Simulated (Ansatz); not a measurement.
# NaLaMnMoO6 in Ansatz: the effect of Hubbard term

The system is NaLaMnMoO6.

```
CELL_PARAMETERS angstrom
5.55735 0.00000 0.00053
0.00000 5.59794 0.00000
-0.06290 0.00000 8.02462
ATOMIC_POSITIONS crystal
Na 0.75008 0.51572 0.49924
Na 0.24992 0.01572 0.50076
La 0.25715 0.95896 0.99937
La 0.74285 0.45896 0.00063
Mn 0.24767 0.48762 0.25607
Mn 0.75233 0.98762 0.74393
Mo 0.75559 0.99666 0.27090
Mo 0.24441 0.49666 0.72910
O 0.67335 0.97830 0.49061
O 0.03402 0.81017 0.27726
O 0.93353 0.28910 0.28026
O 0.47817 0.20966 0.19922
O 0.54435 0.73563 0.20079
O 0.82956 0.01818 0.00392
O 0.32665 0.47830 0.50939
O 0.96598 0.31017 0.72274
O 0.06647 0.78910 0.71974
O 0.52183 0.70966 0.80078
O 0.45565 0.23563 0.79921
O 0.17044 0.51818 0.99608
```

The cell was built by a generator and needn't be a form met in nature.

Alike in all runs:

* Program: Ansatz 0.2.0
* Task: projected density of states
* Functional: PBE
* Potentials or basis: Ansatz PAW
* Cutoff: 420 eV (not typed: the program's choice for these potentials)
* k mesh: 5 × 5 × 4
* Occupations: fermi-dirac, width 0.05 eV
* Spin: collinear spin, ferromagnetic start
* Starting moments: [0.0, 0.0, 0.0, 0.0, 4.0, 4.0, 1.0, 1.0, 0.0, 0.0, 0.0, 0.0, 0.0, 0.0, 0.0, 0.0, 0.0, 0.0, 0.0, 0.0] μB
* Hubbard projectors: ortho-atomic (the default)
* Double counting: fll (the default)

```tsv
Hubbard term	gap on the mesh (eV)	pressure (GPa)	largest force (eV/Å)
La f U = 4 eV, Mn d U = 4 eV, Mo d U = 4 eV	1.09	2.6	0.84
La f U = 6 eV, Mn d U = 6 eV, Mo d U = 6 eV	1.38	3.7	1.08
La f U = 8 eV, Mn d U = 8 eV, Mo d U = 8 eV	?	?	?
```

Problem. What does the run with Hubbard term La f U = 8 eV, Mn d U = 8 eV, Mo d U = 8 eV give?

Solution. gap on the mesh 1.53 eV; pressure 4.8 GPa; largest force 1.21 eV/Å.

Caveats: the magnetic or orbital state may not be the lowest; odd divisions of the mesh miss points on the zone boundary, where band edges often lie, so the gap on the mesh can be too wide; spin-orbit coupling is left out, which moves the levels of the heavy elements; only a ferromagnetic start was run, and an antiferromagnetic order may lie lower in energy; forces of over 1 eV/Å show positions far from the minimum, so gaps and moduli don't describe the material at rest (some runs).

A k mesh can miss the band edges.
